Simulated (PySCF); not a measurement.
# ScF₃: relaxation and vibrations of the singlet

Where does singlet ScF₃ go from a T-shaped start, is the end point a minimum, and what are its modes, charges and moments?

The runs use PySCF 2.14.0; PBE0, basis Sc def2-TZVP, F def2-TZVP, no relativity, density fitting.

### Step 1. Starting geometry

4 atoms, charge 0, spin multiplicity 1.

Bond lengths: Sc1–F2 2.120 Å, Sc1–F3 2.120 Å, Sc1–F4 2.120 Å. Angles: F2–Sc1–F3 88.0°, F2–Sc1–F4 88.0°, F3–Sc1–F4 176.0°.

```xyz
4
charge 0 multiplicity 1
Sc    0.0000    0.0000    0.0000
F     0.0000    0.0000    2.1200
F     2.1187    0.0000    0.0740
F    -2.1187    0.0000    0.0740
```

### Step 2. First SCF at the start

The steps below are one call of a driver around PySCF. For each, scf.py gives the equivalent set-up of the SCF; relaxations use the driver's own optimiser. After this first run the driver tries any further starts and a stability analysis.

scf.py

```python
from pyscf import gto, scf, dft
mol = gto.M(atom='''
Sc     0.000000     0.000000     0.000000
F      0.000000     0.000000     2.120000
F      2.118700     0.000000     0.074000
F     -2.118700     0.000000     0.074000''',
    basis={'Sc': 'def2-TZVP', 'F': 'def2-TZVP'},
    charge=0, spin=0)
mf = dft.RKS(mol, xc='PBE0')
mf.grids.atom_grid = (50, 194)
aux = {'Sc': 'def2-universal-JKFIT', 'F': 'def2-universal-JKFIT'}
mf = mf.density_fit(auxbasis=aux)
mf.conv_tol = 1e-08
mf.diis_space = 10
mf.max_cycle = 60
mf.init_guess = 'minao'
mf.verbose = 4
mf.kernel()
```

Started as:

```console
> OMP_NUM_THREADS=4 python axn.py task.json out
```

The program printed:

```text
init E= -1059.44688055085
  HOMO = -0.533916287771728  LUMO = -0.304112431852494  gap/eV = 6.25328
cycle= 1 E= -1059.85252752167  delta_E= -0.406  |g|= 1.01  |ddm|= 2.22
  HOMO = -0.197577180865045  LUMO = -0.173214996333335  gap/eV = 0.66293
cycle= 2 E= -1050.93379146068  delta_E= 8.92  |g|=  7.2  |ddm|=  2.9
  HOMO = -0.26925766697253  LUMO = -0.111093806037357  gap/eV = 4.30386
cycle= 3 E= -1059.90650657064  delta_E= -8.97  |g|= 0.948  |ddm|= 2.56
  HOMO = -0.2962412346713  LUMO = -0.1666483487699  gap/eV = 3.52640
cycle= 4 E= -1059.98229991438  delta_E= -0.0758  |g|= 0.564  |ddm|= 0.552
  HOMO = -0.347277687208849  LUMO = -0.167358964150474  gap/eV = 4.89584
cycle= 5 E= -1060.03529439601  delta_E= -0.053  |g|= 0.114  |ddm|= 0.219
  HOMO = -0.35216939222694  LUMO = -0.154758792411279  gap/eV = 5.37182
cycle= 6 E= -1060.03783768024  delta_E= -0.00254  |g|= 0.0318  |ddm|= 0.0606
  HOMO = -0.356838812826293  LUMO = -0.157650647253678  gap/eV = 5.42019
cycle= 7 E= -1060.03801832389  delta_E= -0.000181  |g|= 0.00249  |ddm|= 0.0194
  HOMO = -0.356663801450512  LUMO = -0.157770871769073  gap/eV = 5.41215
cycle= 8 E= -1060.03801942294  delta_E= -1.1e-06  |g|= 0.000474  |ddm|= 0.00141
  HOMO = -0.356638103782692  LUMO = -0.157806736397775  gap/eV = 5.41048
cycle= 9 E= -1060.03801946674  delta_E= -4.38e-08  |g|= 9.39e-05  |ddm|= 0.000294
  HOMO = -0.356631020114094  LUMO = -0.157798253730288  gap/eV = 5.41052
cycle= 10 E= -1060.03801946948  delta_E= -2.74e-09  |g|= 2.93e-05  |ddm|= 0.000115
  HOMO = -0.356634877501175  LUMO = -0.157798555198471  gap/eV = 5.41061
Extra cycle  E= -1060.03801946914  delta_E= 3.44e-10  |g|= 5.91e-05  |ddm|= 4.38e-05
converged SCF energy = -1060.03801946914
```

This step, with its further starts and checks, ran for 12 s (4 threads of Arm Neoverse N1, shared host).

The starts that the driver tried:

```csv
start,energy (Eh)
the minimal-basis guess,-1060.038019
a thermally smeared density,-1060.038019
a smeared PBE density,-1060.038019
```

The test of internal stability and the other starts found no lower closed-shell solution.

### Step 3. T-shaped start, singlet: relaxation

The program finds C2v symmetry in the start, which this walk keeps. The walk stops when the largest gradient is under 0.0003 Eh/bohr and the energy has settled too.

Changes to scf.py since step 2:

```diff
@@ -3,4 +3,4 @@
-Sc     0.000000     0.000000     0.000000
-F      0.000000     0.000000     2.120000
-F      2.118700     0.000000     0.074000
-F     -2.118700     0.000000     0.074000''',
+Sc     0.000000     0.000000    -0.422638
+F      0.000000     0.000000     1.697362
+F      2.118700     0.000000    -0.348638
+F     -2.118700     0.000000    -0.348638''',
@@ -16 +15,0 @@
-mf.init_guess = 'minao'
```

Energy and gradient, step by step:

```csv
step,energy (Eh),change (kJ/mol),largest symmetric gradient (Eh/bohr)
0,-1060.038019,0.00,0.11739
1,-1060.103498,-171.91,0.07781
2,-1060.125804,-230.48,0.09572
3,-1060.141222,-270.96,0.01890
4,-1060.149018,-291.43,0.01965
5,-1060.154074,-304.70,0.00853
6,-1060.154834,-306.70,0.00650
7,-1060.154932,-306.95,0.00281
8,-1060.154968,-307.05,0.00032
9,-1060.154968,-307.05,0.00007
```

The walk took 23 s.

Geometry (Å) and forces (eV/Å) at some steps:

```
step 0
Sc   0.000   0.000  -0.423   0.000   0.000   6.036
F    0.000   0.000   1.697   0.000   0.000  -4.171
F    2.119   0.000  -0.349  -3.690   0.000  -0.933
F   -2.119   0.000  -0.349   3.690   0.000  -0.933
step 1
Sc   0.000   0.000  -0.286   0.000   0.000   4.001
F    0.000   0.000   1.643   0.000   0.000  -2.639
F    1.988   0.000  -0.390  -2.479   0.000  -0.681
F   -1.988   0.000  -0.390   2.479   0.000  -0.681
step 5
Sc   0.000   0.000   0.092   0.000   0.000   0.192
F    0.000   0.000   1.935   0.000   0.000  -0.321
F    1.669   0.000  -0.725  -0.439   0.000   0.065
F   -1.669   0.000  -0.725   0.439   0.000   0.065
step 9
Sc   0.000   0.000   0.138   0.000   0.000   0.004
F    0.000   0.000   1.975   0.000   0.000  -0.003
F    1.600   0.000  -0.767   0.000   0.000   0.000
F   -1.600   0.000  -0.767   0.000   0.000   0.000
```

It settles in D3h symmetry, 307.0 kJ/mol below the start, after 9 steps: Sc–F 1.838 Å (×3); F–Sc–F 119.5° (×2), F–Sc–F 121.0°.

### Step 4. Is it a minimum? Harmonic modes

The point is checked on the finer grid, and tightened if its gradient asks for it. The Hessian and the dipole derivatives come from central differences of analytic gradients, with steps of 0.02 bohr.

Changes to scf.py since step 3:

```diff
@@ -3,4 +3,4 @@
-Sc     0.000000     0.000000    -0.422638
-F      0.000000     0.000000     1.697362
-F      2.118700     0.000000    -0.348638
-F     -2.118700     0.000000    -0.348638''',
+Sc     0.000000     0.000000    -0.000000
+F      0.000000     0.000000     1.837833
+F      1.591610     0.000000    -0.918917
+F     -1.591610     0.000000    -0.918917''',
@@ -10 +10 @@
-mf.grids.atom_grid = (50, 194)
+mf.grids.atom_grid = (75, 302)
@@ -13 +13 @@
-mf.conv_tol = 1e-08
+mf.conv_tol = 1e-10
```

This SCF starts from the last density.

SCF at the final geometry:

```text
init E= -1060.15532952637
  HOMO = -0.411458661640134  LUMO = -0.0966062509080242  gap/eV = 8.56757
cycle= 1 E= -1060.15532952637  delta_E= 4.55e-12  |g|= 4.72e-06  |ddm|= 2.83e-06
  HOMO = -0.411457752741793  LUMO = -0.0966068117457104  gap/eV = 8.56753
Extra cycle  E= -1060.15532952636  delta_E= 9.09e-12  |g|= 9.55e-06  |ddm|= 5.71e-06
converged SCF energy = -1060.15532952636
```

The whole step took 28 s.

Geometry: D3h; Sc–F 1.838 Å (×3); F–Sc–F 120.0° (×3).

Harmonic modes (main isotopes):

```tsv
symmetry	ω (cm⁻¹)	IR (km/mol)	μ (u)
a2''	91	123	28.05
e'	168	30.9	20.65
a1'	630	0.0	19.00
e'	730	615	25.09
```

All wavenumbers are real: a minimum.

Constants and moments:

```yaml
Dipole_moment: 0.00 D
Highest_occupied_level: -11.20 eV
Lowest_empty_level: -2.63 eV
Rotational_constants: 0.1751, 0.1751, 0.08757 cm⁻¹
Zero-point_energy: 15.1 kJ/mol
Principal_polarisabilities: 16.3, 27.8, 27.8 bohr³
Atomisation_energy_without_zero-point_energy: 1860 kJ/mol
Principal_traceless_quadrupole_moments_about_the_centre_of_mass: -6.99, -6.99, 13.99 D Å
Entropy_at_298.15_K_and_1_bar: 299.7 J/(mol K)
Heat_capacity_Cp_at_298.15_K: 67.7 J/(mol K)
Enthalpy_at_298.15_K_above_0_K: 16.02 kJ/mol
Rotational_symmetry_number: 6
```

Charges (e) and bond orders:

```csv
atom,Mulliken,Löwdin,polar tensor,Mayer order to Sc1
Sc1,1.51,0.66,2.43,–
"F2,3,4",-0.50,-0.22,-0.81,0.88
```

Mulliken populations on Sc1: s 6.08, p 12.21, d 1.09, f 0.11.

### Step 5. Stability of the closed shell

At the lowest minimum the closed shell is tested against spin polarisation, on the (50, 194) grid. It is stable.

### Step 6. Results

```
                                 quantity                                     value
                                  minimum                              singlet, D3h
                                 geometry     Sc–F 1.838 Å (×3); F–Sc–F 120.0° (×3)
                       wavenumbers (cm⁻¹)  91 (a2''), 168 (e'), 630 (a1'), 730 (e')
                            dipole moment                                    0.00 D
     highest occupied, lowest empty level                          -11.20, -2.63 eV
               polar-tensor charge of Sc1                                   +2.43 e
                        zero-point energy                               15.1 kJ/mol
                      entropy at 298.15 K                           299.7 J/(mol K)
atomisation energy (no zero-point energy)                               1860 kJ/mol
```

**Reading.** The T-shaped start (C2v) ends in a minimum of D3h symmetry. In the infrared the band at 730 cm⁻¹ (e', stretch) leads. Sc1 has a polar-tensor charge of +2.4 e (a dipole derivative, not a static charge), yet symmetry cancels the bond dipoles. Other starts or spin states, not run here, may lie lower.

The search up to here ran for 68 s (4 threads of Arm Neoverse N1, shared host).
